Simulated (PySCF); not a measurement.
**NbB: bond curves at several levels of theory**

An exercise on one series of results from a longer session: the logs are not shown, and one member is left open.

Computed with PySCF 2.14.0. Level: Nb def2-TZVPP with ECP28, B def2-TZVPP, scalar-relativistic core potentials.

The first run:

A driver script around PySCF takes these settings:

```json
{
  "atoms": "Nb, B",
  "charge": "0",
  "basis": "Nb def2-TZVPP with ECP28, B def2-TZVPP",
  "Hamiltonian": "scalar-relativistic core potentials",
  "basis functions": "87",
  "electrons treated": "18",
  "masses in u": "92.9064, 11.0093",
  "levels": "PBE0, PBE, r²SCAN, revPBE, M06-2X, BLYP, B3LYP, LC-ωPBE, HF, MP2, SCS-MP2",
  "grid": "80 radial by 434 angular points",
  "occupations": "held fixed by the projection of orbital angular momentum",
  "dissociation limit": "Nb + B, each in its ground configuration",
  "starting distance in angstrom": "2.175",
  "values of 2S to try": "0, 2, 4, 6, 8"
}
```

The run is started by

```sh
> OMP_NUM_THREADS=1 python dia.py task.json out
```

Steps of the session up to this table: Set-up; First curve: PBE0; Excited determinants; PBE; r²SCAN (meta-GGA); revPBE (GGA); M06-2X; BLYP (GGA); B3LYP (global hybrid GGA); LC-ωPBE (range-separated hybrid); UHF (mean field).

One table of the session follows, with a row left open; its other results are not shown here.

Energy (eV) from each level's lowest point:

| R (Å) | UHF | UHF-MP2 | UHF-SCS-MP2 | PBE | revPBE |
| --- | --- | --- | --- | --- | --- |
| 1.807 | 0.986 | 0.843 | 0.767 | 1.019 | 1.064 |
| 1.891 | 0.456 | 0.345 | 0.298 | 0.482 | 0.513 |
| 1.975 | 0.152 | 0.080 | 0.060 | 0.169 | 0.187 |
| 2.038 | 0.038 | 0.000 | 0.000 | 0.047 | 0.056 |
| 2.101 | 0.000 | 0.001 | 0.019 | 0.000 | 0.000 |
| 2.164 | 0.019 | 0.069 | 0.101 | 0.011 | 0.003 |
| 2.248 | 0.106 | 0.251 | 0.288 | 0.094 | 0.074 |
| 2.353 | ? | ? | ? | ? | ? |
| 2.479 | 0.463 | 1.168 | 1.033 | 0.547 | 0.500 |
| 2.647 | 0.692 | 1.776 | 1.488 | 0.955 | 0.891 |

Estimate the missing values for R (Å) = 2.353.

Worked estimate for «UHF». A straight line through the neighbours (2.248, 0.106) and (2.479, 0.463) gives 0.106 + (0.463 − 0.106) × (2.353 − 2.248) / (2.479 − 2.248) = 0.268; a parabola fitted to 4 rows on both sides gives 0.272.

**Answer.** UHF: 0.265; UHF-MP2: 0.624; UHF-SCS-MP2: 0.614; PBE: 0.271; revPBE: 0.239. In «UHF» the line misses by +0.003 and the parabola by +0.007.
